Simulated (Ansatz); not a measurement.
**GeH₅O (doublet): the correlation ladder at distance O1–H3 along a hydrogen transfer = 0.892 Å, cc-pVDZ**

One table from this session's results is given with a row withheld; the runs are named, their logs left out.

The runs use Ansatz 0.2.0, Gaussian basis; cc-pVDZ, core rule «outside noble gas», up to 15 orbitals frozen.

The runs, in order: UHF; CCSD(T) on ROHF; CCSD(T) on UHF; BCCD(T) on ROHF; CISD; CCSDT(Q) on ROHF; CCSDT(Q) on UHF; CASSCF and MRCISD+Q, 3 electrons in 3 orbitals; CASSCF and NEVPT2, 3 electrons in 3 orbitals.

4 further runs of the same task are left out: 4 that didn't finish.

### The system

The geometry derives from fragments relaxed apart (PBE0/def2-TZVP) and kept rigid, so it is no stationary point. A hydrogen atom is moved between rigid fragments. No spin-orbit coupling is included. The filled d shell of Ge may be among the frozen orbitals whatever the setting's name suggests; the logs give the count.

7 atoms, charge 0, spin multiplicity 2.

Atoms are counted from 1 here; the program's logs count them from 0.

Bond lengths: O1–H2 0.960 Å, O1–H3 0.892 Å, Ge4–H5 1.539 Å, Ge4–H6 1.539 Å, Ge4–H7 1.539 Å. Angles: H2–O1–H3 105.1°, H5–Ge4–H6 111.2°, H5–Ge4–H7 111.2°, H6–Ge4–H7 111.2°.

Set-up of the first run:

The input, in.yaml:

```yaml
crystal:
  periodic: [false, false, false]
  atoms:
    - {symbol: O, position_ang: [-2.622810, -0.009969, -0.000001]}
    - {symbol: H, position_ang: [-2.872119, 0.916606, -0.000001]}
    - {symbol: H, position_ang: [-1.730810, -0.009969, -0.000001]}
    - {symbol: Ge, position_ang: [0.597190, -0.009969, 0.000000]}
    - {symbol: H, position_ang: [1.065858, -1.475884, 0.000000]}
    - {symbol: H, position_ang: [1.065860, 0.722988, -1.269519]}
    - {symbol: H, position_ang: [1.065858, 0.722988, 1.269520]}
basis:
  gaussian: {orbitals: cc-pVDZ}
magnetization: {spin_polarized: true, initial_magnetization: 1}
hamiltonian: {xc: hf}
output: {orbitals: {seedname: orbitals}}
```

Started as:

```console
$ ansatz run in.yaml --threads 1 --pin off --events-out ev --progress --plain --max-ram 2502MiB
```

Among the steps run: UHF; CCSD(T) on ROHF; CCSD(T) on UHF; BCCD(T) on ROHF; CISD; CCSDT(Q) on ROHF; CCSDT(Q) on UHF; CASSCF and MRCISD+Q, 3 electrons in 3 orbitals; CASSCF and NEVPT2, 3 electrons in 3 orbitals.

One table of the session follows, with a row left open; its other results are not shown here.

It belongs to the step «Misses and costs». 

```
       method  from UCCSDT(Q) (kJ/mol)
         ROHF                   +885.7
          UHF                   +881.2
         RMP2                   +109.2
         UMP2                   +108.6
         CISD                    +93.3
        RCCSD                        ?
        UCCSD                    +17.6
     RCCSD(T)                     +3.7
     UCCSD(T)                     +3.3
      BCCD(T)                     +3.7
       RCCSDT                     +1.7
       UCCSDT                     +1.3
    RCCSDT(Q)                     +0.4
    UCCSDT(Q)                        0
  CASSCF pair                   +831.0
  NEVPT2 pair                   +108.5
  MRCISD pair                    +84.1
MRCISD+Q pair                    +11.2
```

**Question.** Estimate the row for RCCSD.

The run gave: from UCCSDT(Q) (kJ/mol): +18.0. In the column «from UCCSDT(Q) (kJ/mol)» it lies between UCCSD (+17.6) and MRCISD pair (+84.1).

To keep in mind: Restricted and unrestricted rows rest on different reference determinants; where their highest levels disagree by more than a few hundredths of an eV, they describe different states and don't form one ladder.
